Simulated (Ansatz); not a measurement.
**C₄H₁₀BCl: small, medium and large basis sets**

The task here is to estimate one member of a computed series from the others.

Program: Ansatz 0.2.0, Gaussian basis. Level of theory: one geometry, several basis sets. These are calculated values, not measurements.

Levels to be run: PBE0-D4/def2-SVP; ωB97M-V/def2-SVP; PBE0-D4/def2-QZVPP; ωB97M-V/def2-QZVPP; the functionals' def2-TZVPP values are taken from earlier runs.

**The relaxed structure**

An earlier PBE0-D4 in a triple-zeta def2 set relaxation fixed the geometry.

16 atoms, charge 0, spin multiplicity 1.

Atoms are counted from 1 here; the program's logs count them from 0.

Bond lengths: C1–C2 1.521 Å, C1–H7 1.093 Å, C1–H8 1.092 Å, C1–H9 1.092 Å, C2–B3 1.563 Å, C2–H10 1.098 Å, C2–H11 1.103 Å, B3–Cl4 1.769 Å, B3–C5 1.563 Å, C5–C6 1.521 Å, C5–H12 1.098 Å, C5–H13 1.103 Å, C6–H14 1.091 Å, C6–H15 1.093 Å, C6–H16 1.092 Å. Angles: C2–C1–H7 111.2°, C2–C1–H8 111.3°, C2–C1–H9 111.5°, H7–C1–H8 107.0°, H7–C1–H9 107.7°, H8–C1–H9 107.9°, C1–C2–B3 119.0°, C1–C2–H10 111.0°, C1–C2–H11 109.8°, B3–C2–H10 108.2°, B3–C2–H11 104.0°, H10–C2–H11 103.6°, C2–B3–Cl4 119.1°, C2–B3–C5 121.7°, Cl4–B3–C5 119.2°, B3–C5–C6 119.0°, B3–C5–H12 108.3°, B3–C5–H13 104.0° and more.

The first run:

The input, in.yaml:

```yaml
crystal:
  periodic: [false, false, false]
  atoms:
    - {symbol: C, position_ang: [0.319151, -2.522810, -0.810215]}
    - {symbol: C, position_ang: [0.795680, -1.180397, -0.276116]}
    - {symbol: B, position_ang: [-0.261237, -0.072753, 0.038219]}
    - {symbol: Cl, position_ang: [-1.953194, -0.535812, 0.263120]}
    - {symbol: C, position_ang: [0.138267, 1.433328, 0.158430]}
    - {symbol: C, position_ang: [-0.800636, 2.389691, 0.878254]}
    - {symbol: H, position_ang: [-0.183885, -2.408752, -1.773377]}
    - {symbol: H, position_ang: [-0.395364, -2.988803, -0.129266]}
    - {symbol: H, position_ang: [1.151300, -3.216348, -0.950588]}
    - {symbol: H, position_ang: [1.563696, -0.746942, -0.929568]}
    - {symbol: H, position_ang: [1.323203, -1.326112, 0.681446]}
    - {symbol: H, position_ang: [1.151861, 1.487865, 0.575942]}
    - {symbol: H, position_ang: [0.271681, 1.758106, -0.887199]}
    - {symbol: H, position_ang: [-1.792813, 2.387737, 0.423365]}
    - {symbol: H, position_ang: [-0.927792, 2.105065, 1.925425]}
    - {symbol: H, position_ang: [-0.422718, 3.414335, 0.856428]}
basis:
  gaussian: {orbitals: def2-SVP}
hamiltonian: {xc: pbe0, dispersion: d4}
output: {orbitals: {seedname: orbitals}}
```

The run is started by

```console
$ ansatz run in.yaml --threads 4 --pin off --events-out ev --progress --plain --max-ram 11315MiB
```

Among the steps run: PBE0-D4 in def2-SVP; ωB97M-V in def2-SVP; PBE0-D4 in def2-QZVPP; ωB97M-V in def2-QZVPP.

One of the session's tables, all rows but one given; the rest of the session is left out.

It belongs to the step «Functionals by basis». 

```
functional       basis  HOMO (eV)
   PBE0-D4    def2-SVP      -7.99
   PBE0-D4  def2-TZVPP      -8.08
   PBE0-D4  def2-QZVPP          ?
   ωB97M-V    def2-SVP     -10.26
   ωB97M-V  def2-TZVPP     -10.37
   ωB97M-V  def2-QZVPP     -10.38
```

Estimate the missing values for PBE0-D4, def2-QZVPP.

As computed: HOMO (eV): -8.09. In the column «HOMO (eV)» it lies between ωB97M-V, def2-SVP (-10.26) and PBE0-D4, def2-TZVPP (-8.08).
